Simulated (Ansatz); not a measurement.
# AlGaN: the cost of one run

The runs use Ansatz 0.2.0, Gaussian basis; cc-pVTZ, core rule «outside noble gas», up to 20 orbitals frozen.

Plan: UHF; CCSD(T) on ROHF; CCSD(T) on UHF; BCCD(T) on ROHF; CCSDT(Q) on ROHF; CCSDT(Q) on UHF; CASSCF and NEVPT2, 11 electrons in 12 orbitals.

6 further runs of the same task are left out: 3 for a known fault of the program, 3 set aside as unsound or not needed.

**1. The geometry**

The geometry is a PBE0/def2-TZVP stationary point (not a proven minimum). No spin-orbit coupling is included. The filled d shell of Ga may be among the frozen orbitals whatever the setting's name suggests; the logs give the count.

3 atoms, charge 0, spin multiplicity 2.

Atoms are counted from 1 here; the program's logs count them from 0.

Bond lengths: Al1–N2 1.708 Å, N2–Ga3 1.780 Å. Angles: Al1–N2–Ga3 180.0°.

Geometry (Å):

```xyz
3

Al    0.0000    0.0000   -1.7321
N     0.0000    0.0000   -0.0237
Ga    0.0000    0.0000    1.7558
```

**2. UHF**

The input, in.yaml:

```yaml
crystal:
  periodic: [false, false, false]
  atoms:
    - {symbol: Al, position_ang: [0.000000, 0.000000, -1.732100]}
    - {symbol: N, position_ang: [0.000000, 0.000000, -0.023700]}
    - {symbol: Ga, position_ang: [0.000000, 0.000000, 1.755800]}
basis:
  gaussian: {orbitals: cc-pVTZ}
magnetization: {spin_polarized: true, initial_magnetization: 1}
hamiltonian: {xc: hf}
output: {orbitals: {seedname: orbitals}}
```

The run is started by

```sh
$ ansatz run in.yaml --threads 1 --pin off --events-out ev --progress --plain --max-ram 4096MiB --backend cpu
```

Q: Estimate wall time and peak memory on 1 thread of AMD EPYC 7R13, shared host.

About 24 s, with a peak of 0.4 GiB.
